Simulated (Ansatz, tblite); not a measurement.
BN: GFN2-xTB, run from Python

These are simulated results from tblite 0.8.0, not measurements. The cell was built from a prototype and was relaxed with r2SCAN in plane waves (Ansatz 0.2.0). Not every such cell is a known phase. All runs are without spin polarisation.

It is hexagonal, P6_3mc (No. 186); conventional cell a = 2.544 Å, c = 4.208 Å, 5.90 Å³ an atom. B is surrounded by 4 N at 1.56–1.58 Å; N is surrounded by 4 B at 1.56–1.58 Å.

tblite solves periodic systems at the zone centre alone, so the script builds a cluster of 4×4×2 conventional cells (128 atoms), which folds in a coarse mesh of k points.

Input script:

```python
import json
from ase import Atoms
from ase.build import make_supercell
from ase.units import Bohr, GPa, Hartree
from tblite.interface import Calculator

atoms = Atoms(['B', 'B', 'N', 'N'],
              cell=[[2.54395, 0.0, 0.0], [-1.271975, 2.20312532, 0.0], [0.0, 0.0, 4.20781533]],
              scaled_positions=[[0.333333333, 0.666666667, 0.000203465], [0.666666667, 0.333333333, 0.500203465], [0.333333333, 0.666666667, 0.374796535], [0.666666667, 0.333333333, 0.874796535]],
              pbc=True)
cluster = make_supercell(atoms, [[4, 0, 0], [0, 4, 0], [0, 0, 2]])
calc = Calculator('GFN2-xTB', cluster.numbers, cluster.positions / Bohr, lattice=cluster.cell[:] / Bohr, periodic=cluster.pbc)
calc.set('temperature', 0.02 / Hartree)
calc.set('max-iter', 150)
res = calc.singlepoint()
levels = res.get('orbital-energies') * Hartree
nv = round(res.get('orbital-occupations').sum() / 2)
cells = len(cluster) // len(atoms)
out = {'energy_per_cell': res.get('energy') * Hartree / cells, 'homo': levels[nv - 1], 'lumo': levels[nv],
       'stress': (-res.get('virial') * Hartree / cluster.get_volume() / GPa).tolist(), 'charges': res.get('charges')[:len(atoms)].tolist(), 'electrons': 2 * nv / cells}
json.dump(out, open('results.json', 'w'))
for key, value in out.items():
    print(key, value)
```

Command: `python run.py`. It took 27 s on 1 thread of Arm Neoverse V1, on a shared host, peak memory 0.13 GiB.

Output:

```
------------------------------------------------------------
  cycle        total energy    energy error   density error
------------------------------------------------------------
      1     -264.2989936112  -2.6606519E+02   4.0358218E-01
      2     -270.6799364477  -6.3809428E+00   2.2372150E-01
      3     -271.2216921605  -5.4175571E-01   8.4647397E-02
      4     -271.4532967626  -2.3160460E-01   2.4870265E-02
      5     -271.4703612773  -1.7064515E-02   2.2312940E-02
      6     -271.5330964556  -6.2735178E-02   8.2529759E-03
      7     -271.5420036986  -8.9072430E-03   4.3069385E-04
      8     -271.5420253357  -2.1637063E-05   1.5233511E-04
      9     -271.5420276997  -2.3639519E-06   6.6505928E-05
     10     -271.5420282638  -5.6413836E-07   4.4526358E-06
------------------------------------------------------------

 total:                                  25.893 sec
energy_per_cell -230.90734227892665
homo -11.758775901437739
lumo -4.871137182084874
stress [[11.4751075875908, -0.0005149092808854589, 1.3494694301967918e-06], [-0.0005149092808894336, 11.474514586987869, -7.79116568692904e-07], [1.3494694304626357e-06, -7.791165686305509e-07, 8.538766862105176]]
charges [0.4527475447200826, 0.45275808751681823, -0.4527606482593758, -0.45276095955521933]
electrons 16.0
```

The cycle table is in hartree for the whole cluster, and the lines after it are in eV (the energy for one cell). The printed stress is in GPa and positive in compression, and the pressure is its mean diagonal.

GFN2-xTB gives a gap of 6.89 eV. On the same cell, plane-wave PBE (Ansatz, 12×12×6 k points and the special points) gives a gap of 5.21 eV and r2SCAN a gap of 5.75 eV; on shared hosts these took about 3.5 and 7.7 core-seconds on the 4-atom cell, against 27 for the script. Semilocal gaps usually lie below measured ones. xTB was fitted to molecules, so gaps, charges and pressures of solids can be far off, and the gap also depends on the size of the cluster.

The same script was run on cells scaled at fixed shape and fractional coordinates:

```csv
volume (Å³/atom),energy (meV/atom),"pressure (GPa, positive in compression)",gap (eV)
5.19,175.0,74.55,8.57
5.54,52.4,38.12,7.67
5.90,0.0,10.50,6.89
6.25,0.6,-10.10,6.20
6.60,41.3,-26.08,5.60
```

A Birch-Murnaghan fit puts the minimum at 6.06 Å³/atom, 2.9 % above the given cell, with a bulk modulus of 357 GPa at fixed shape.

xTB was fitted mostly to molecules, and a small cluster samples few k points, so gaps, pressures and kinks along a curve can be far from a solid's.
